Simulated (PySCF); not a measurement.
# RuO₂Br: structure of the doublet

Aim: relax RuO₂Br as a doublet from a trigonal planar start, check by its vibrations whether the end is a minimum, and collect its spectrum and constants.

Computed with PySCF 2.14.0. Level: PBE0, basis Ru def2-TZVP with ECP28, O def2-TZVP, Br def2-TZVP, scalar-relativistic core potentials, no spin–orbit coupling, density fitting.

**1. The starting structure**

4 atoms, charge 0, spin multiplicity 2.

Bond lengths: Ru1–O2 1.710 Å, Ru1–O3 1.710 Å, Ru1–Br4 2.390 Å. Angles: O2–Ru1–O3 120.0°, O2–Ru1–Br4 120.0°, O3–Ru1–Br4 120.0°.

```xyz
4
charge 0 multiplicity 2
Ru    0.0000    0.0000    0.0000
O    -0.8550    1.4809    0.0000
O    -0.8550   -1.4809    0.0000
Br    2.3900    0.0000    0.0000
```

**2. First SCF at the start**

One driver script runs all steps and calls PySCF; scf.py shows how it sets up the SCF of each step. The optimiser is the driver's own. After this first run the driver tries any further starts and a stability analysis.

File scf.py:

```python
from pyscf import gto, scf, dft
mol = gto.M(atom='''
Ru     0.000000     0.000000     0.000000
O     -0.855000     1.480900     0.000000
O     -0.855000    -1.480900     0.000000
Br     2.390000     0.000000     0.000000''',
    basis={'Ru': 'def2-TZVP', 'O': 'def2-TZVP', 'Br': 'def2-TZVP'},
    ecp={'Ru': 'def2-TZVP'},
    charge=0, spin=1)
mf = dft.UKS(mol, xc='PBE0')
mf.grids.atom_grid = (50, 194)
aux = {'Ru': 'def2-universal-JKFIT', 'O': 'def2-universal-JKFIT', 'Br': 'def2-universal-JKFIT'}
mf = mf.density_fit(auxbasis=aux)
mf.conv_tol = 1e-08
mf.diis_space = 10
mf.max_cycle = 60
mf.init_guess = 'minao'
mf.verbose = 4
mf.kernel()
```

Launch:

```sh
OMP_NUM_THREADS=4 python axn.py task.json out
```

The runs that follow: Trigonal planar start, doublet: relaxation; Hessian and properties.

Q: Predict the outcome of this session. Wanted: minimum; geometry; wavenumbers; dipole moment; highest occupied, lowest empty level; polar-tensor charge of Ru1; zero-point energy; atomisation energy; ⟨S²⟩.

The runs gave:

| quantity | value |
| --- | --- |
| minimum | doublet, C2v |
| geometry | Ru–Br 2.329 Å, Ru–O 1.647 Å (×2); Br–Ru–O 115.1° (×2), O–Ru–O 129.7° |
| wavenumbers (cm⁻¹) | 127 (b1), 142 (b2), 257 (a1), 356 (a1), 1000 (b2), 1056 (a1) |
| dipole moment | 0.73 D |
| highest occupied, lowest empty level (either spin) | -8.33, -5.00 eV |
| polar-tensor charge of Ru1 | +1.55 e |
| zero-point energy | 17.6 kJ/mol |
| entropy at 298.15 K | 327.4 J/(mol K) |
| atomisation energy (no zero-point energy) | 1231 kJ/mol |
| ⟨S²⟩ | 0.755 |

The trigonal planar start keeps its C2v symmetry and ends in a minimum. In the infrared the band at 1000 cm⁻¹ (b2, stretch) leads. Most of the spin sits on Ru1 (Mulliken spin 0.68, against 1 for the whole molecule). Other starts or spin states, not run here, may lie lower. One determinant may miss the lowest occupation of an open d or f shell.
